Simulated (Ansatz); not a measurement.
Run this with Ansatz 0.2.0, Python API and show what comes out.

The script, `ch6fnsi_torsion.py`:
```python
"""Energy of CH6FNSi as one group turns about a bond."""

import ansatz as az
from ase import Atoms

atoms = Atoms(["N", "Si", "C", "F", "H", "H", "H", "H", "H", "H"], positions=[
    [-1.0115, 1.2315, 0.0718],
    [0.0925, 0.2015, -0.5895],
    [0.8325, -0.911, 0.6474],
    [-0.0283, -1.6616, 1.2489],
    [-1.5195, 1.7591, -0.7201],
    [-1.7868, 0.7475, 0.5196],
    [-0.6067, -0.5502, -1.6261],
    [1.1436, 1.066, -1.273],
    [1.5904, -1.58, 0.2483],
    [1.377, -0.3539, 1.4757],
])

# start the scan from a relaxed geometry
first = (
    az.Crystal.molecule_from_ase(atoms).calculation()
    .basis(gaussian="def2-SVP")
    .functional("pbe", dispersion="d3bj")
    .relax(force_tolerance=0.02, max_steps=80)
)
atoms.positions = first.run(threads=1).report["positions_ang"]

start = atoms.get_dihedral(0, 1, 2, 3)
energies = {}
for turn in range(0, 360, 30):
    turned = atoms.copy()
    turned.set_dihedral(0, 1, 2, 3, start + turn, indices=[2, 3, 8, 9])
    calculation = (
        az.Crystal.molecule_from_ase(turned).calculation()
        .basis(gaussian="def2-SVP")
        .functional("pbe", dispersion="d3bj")
    )
    energies[round((start + turn) % 360)] = calculation.run(threads=1).report["free_energy_ev"]
floor = min(energies.values())
print("dihedral N0-Si1-C2-F3 (deg)   E - E(min) (kJ/mol)")
for angle, e in sorted(energies.items()):
    print(f"{angle:8d} {96.485332 * (e - floor):14.3f}  " + "#" * int(30 * (e - floor) / max(max(energies.values()) - floor, 1e-9)))
```

Running `python ch6fnsi_torsion.py` prints:
```text
dihedral N0-Si1-C2-F3 (deg)   E - E(min) (kJ/mol)
      27          5.614  ##########
      57          0.000
      87          5.274  #########
     117         12.638  #######################
     147         10.654  ###################
     177          6.247  ###########
     207         10.605  ###################
     237         16.378  ##############################
     267         12.113  ######################
     297          6.717  ############
     327          9.982  ##################
     357         12.687  #######################
```

The scan is rigid and the energies are electronic, in a modest basis. With rigid groups the curve can differ much from the relaxed path, the start wasn't checked as a minimum of this torsion, and equivalent turns needn't return to the same energy. It ran for 52 s on 1 thread of Arm Neoverse V1, on a shared host, peak memory 0.22 GiB.
